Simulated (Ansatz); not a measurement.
# NaB12: the cost of one run

Computed with Ansatz 0.2.0 (DFT PBE, scalar-relativistic, plane waves, PAW, unless a step's input says otherwise).

1 further run of the same task is left out (set aside as unsound or not needed).

## (1) The starting structure

Symmetry: Fm-3m, No. 225, cubic system. The conventional cell has a = 7.479 Å, b = 7.479 Å, c = 7.479 Å, α = 90.00°, β = 90.00°, γ = 90.00°. Around Na (site symmetry m-3m) lie 24 B at 2.78 Å. B (site symmetry mm2) has 5 B at 1.73 to 1.78 Å as nearest neighbours.

As a file:

```
CELL_PARAMETERS angstrom
0.00000 3.73956 3.73956
3.73956 0.00000 3.73956
3.73956 3.73956 0.00000
ATOMIC_POSITIONS crystal
Na 0.00000 0.00000 0.00000
B 0.83634 0.16366 0.50000
B 0.16366 0.83634 0.50000
B 0.50000 0.83634 0.16366
B 0.16366 0.50000 0.50000
B 0.50000 0.50000 0.83634
B 0.50000 0.50000 0.16366
B 0.50000 0.83634 0.50000
B 0.16366 0.50000 0.83634
B 0.83634 0.50000 0.50000
B 0.50000 0.16366 0.50000
B 0.83634 0.50000 0.16366
B 0.50000 0.16366 0.83634
```

It is the end of an earlier relaxation with the same method, from a database cell with other species swapped in; it needn't be the stable form of this composition. At a tolerance of 0.05 Å it has space group Fm-3m (No. 225); it has 8.05 Å³/atom, an uncorrected energy of +0.11 eV/atom over the elements.

## (2) Electronic structure at the relaxed geometry

Input file input.yaml:

```yaml
crystal:
  lattice:
    - [0.0, 3.7395641662, 3.7395641662]
    - [3.7395641662, 0.0, 3.7395641662]
    - [3.7395641662, 3.7395641662, 0.0]
  atoms:
    - { symbol: Na, position: [0.0, 0.0, 0.0] }
    - { symbol: B, position: [0.8363377782, 0.1636622218, 0.5] }
    - { symbol: B, position: [0.1636622218, 0.8363377782, 0.5] }
    - { symbol: B, position: [0.5, 0.8363377782, 0.1636622218] }
    - { symbol: B, position: [0.1636622218, 0.5, 0.5] }
    - { symbol: B, position: [0.5, 0.5, 0.8363377782] }
    - { symbol: B, position: [0.5, 0.5, 0.1636622218] }
    - { symbol: B, position: [0.5, 0.8363377782, 0.5] }
    - { symbol: B, position: [0.1636622218, 0.5, 0.8363377782] }
    - { symbol: B, position: [0.8363377782, 0.5, 0.5] }
    - { symbol: B, position: [0.5, 0.1636622218, 0.5] }
    - { symbol: B, position: [0.8363377782, 0.5, 0.1636622218] }
    - { symbol: B, position: [0.5, 0.1636622218, 0.8363377782] }
basis:
  ecutwfc: 420
kpoints:
  mp_grid: { grid: [10, 10, 10] }
  band_path:
    path:
      - [[0.0, 0.0, 0.0], [0.5, 0.0, 0.5], [0.625, 0.25, 0.625]]
      - [[0.375, 0.375, 0.75], [0.0, 0.0, 0.0], [0.5, 0.5, 0.5], [0.5, 0.25, 0.75], [0.5, 0.0, 0.5]]
    npoints: 10
hamiltonian:
  xc: pbe
scf:
  occupations: { method: gaussian, width: 0.1 }
  n_extra_bands: 32
output:
  forces: true
  stress: true
  eigenvalues: true
  populations: true
  dos: { projected: true, de: 0.02, nscf_kmesh: { grid: [12, 12, 12] } }
  bader: false
  write_density: true
  write_potential: true
  elf: true
  volumetric_format: npy
```

Launch:

```console
$ ansatz run input.yaml --threads 1 --pin off --max-ram 2560MiB --backend cpu --events-out ev --progress --plain --runs-dir out
```

**Question.** How long does this run take on 1 thread of Arm Neoverse V2, shared host, and how much memory does it need?

About 37 s, with a peak of 0.51 GiB.
